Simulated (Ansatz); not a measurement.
# GaCl + HCl: a complex and its separated parts

Aim: how far the complex at one end of a reaction step lies below its separated, relaxed parts, level by level.

The runs use Ansatz 0.2.0, Gaussian basis; PBE0-D4/def2-TZVP structures, single points in def2-TZVPP, no counterpoise correction.

Levels: SPW92, PBE-D4, BLYP-D4, r2SCAN-D4, B97M-V, PBE0-D4, B3LYP-D4, r2SCAN0-D4, BHLYP-D4, CAM-B3LYP-D4, wB97X-V, wB97M-V, B2PLYP, PBE-QIDH, RPA on PBE, Hartree-Fock, MP2, CCSD, CCSD(T).

Cores are frozen in the correlated methods. Filled d shells of the heavier atoms are correlated. B3LYP uses VWN-RPA correlation. B2PLYP carries no dispersion term here.

94 further runs of the same task are left out: 94 set aside as unsound or not needed.

## Step 1: Starting geometry

The complex: 4 atoms, charge 0, spin multiplicity 1.

Atoms are counted from 1 here; the program's logs count them from 0.

Bond lengths: Ga1–Cl4 2.275 Å, Cl2–H3 1.299 Å.

As a file:

```xyz
4

Ga    1.7475   -0.3810   -0.1767
Cl   -1.2026   -0.0140   -1.3607
H    -1.0349    0.1895   -0.0890
Cl    0.4899    0.2055    1.6264
```

Its parts: GaCl holds atoms 1, 4; HCl holds atoms 2, 3. Each part counts its atoms afresh in its own runs.

## Step 2: Relaxing GaCl alone

relax-a/in.yaml reads:

```yaml
crystal:
  periodic: [false, false, false]
  atoms:
    - {symbol: Ga, position_ang: [1.747543, -0.380966, -0.176702]}
    - {symbol: Cl, position_ang: [0.489856, 0.205465, 1.626444]}
basis:
  gaussian: {orbitals: def2-TZVP}
hamiltonian: {xc: pbe0, dispersion: d4}
relax: {f_tol: 0.005, max_steps: 200}
```

Launch:

```sh
ansatz run in.yaml --threads 2 --pin off --events-out ev --progress --plain --max-ram 4352MiB
```

The runs that follow: Relaxing HCl alone; SPW92/def2-TZVPP; PBE-D4/def2-TZVPP; BLYP-D4/def2-TZVPP; r2SCAN-D4/def2-TZVPP; B97M-V/def2-TZVPP; PBE0-D4/def2-TZVPP; B3LYP-D4/def2-TZVPP; r2SCAN0-D4/def2-TZVPP; BHLYP-D4/def2-TZVPP; CAM-B3LYP-D4/def2-TZVPP; wB97X-V/def2-TZVPP; wB97M-V/def2-TZVPP; B2PLYP/def2-TZVPP; PBE-QIDH/def2-TZVPP; RPA on PBE/def2-TZVPP; CCSD(T)/def2-TZVPP; Vibrations of GaCl; Vibrations of HCl.

Q: Predict the outcome of this session. Wanted: complex less parts, CCSD(T)/def2-TZVPP; with zero-point energy; largest T1 diagnostic.

**Answer**, as computed:

```
                              quantity      value
complex less parts, CCSD(T)/def2-TZVPP  -0.143 eV
                with zero-point energy  -0.103 eV
                 largest T1 diagnostic      0.013
```

In words: At CCSD(T) the complex lies 0.143 eV below its parts. B2PLYP is the best functional here (+0.004 eV from CCSD(T)); SPW92 is the worst (-0.260 eV). By rung, the mean size of the error is: LDA 0.260, GGA 0.130, meta-GGA 0.069, hybrid 0.077, range-separated hybrid 0.053, double hybrid 0.015 eV. PBE-D4 gives a relative energy 0.139 eV too low, outside chemical accuracy (1 kcal/mol, 0.043 eV). No counterpoise was applied, and triple zeta lacks some correlation, so the CCSD(T) reference has a basis error of its own, and close matches with it are partly luck.
